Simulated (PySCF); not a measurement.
# CHBClF3O2: the cost of one run

Computed with PySCF 2.14.0, with density-fitted response routines of our own, on a single molecule in the gas phase. Atoms count from 0, in the outputs and in this text.

## 1. Starting geometry

9 atoms, charge 0, multiplicity 1; geometry from: GFN2-xTB. The atoms were then displaced at random by about 0.01 Å, so the start is not that level's minimum.

Bonds of the start (Å): O0–B1 1.34, B1–Cl2 1.70, B1–O3 1.35, O3–C4 1.36, C4–F5 1.33, C4–F6 1.32, C4–F7 1.33, O0–H8 0.93.

## 2. Relaxing the molecule at PBE0-D3(BJ)/def2-SVP

The job: settings as JSON, then the geometry in Å.

```
{"job": {"xc": "PBE0", "basis": "def2-SVP", "d3": "d3bj", "grid": 1, "shake": 0.01, "kind": "geom"}, "charge": 0, "multiplicity": 1}
O      1.290330    -0.520070    -0.601820
B      1.049360     0.248870     0.464240
Cl     2.258330     1.000950     1.401990
O     -0.205000     0.483460     0.904040
C     -1.317300    -0.016600     0.303250
F     -1.342750    -1.341760     0.279930
F     -2.394800     0.376810     0.966010
F     -1.438840     0.404350    -0.956820
H      2.158490    -0.653160    -0.901150
```

On the command line:

```bash
> OMP_NUM_THREADS=1 python probes_run.py task.json out
```

This one command runs all jobs of the session in turn.

**Question.** How long does this first job take on 1 thread of Arm Neoverse V1, shared host, and how much memory does it need?

About 54 s, with a peak of 0.52 GiB.
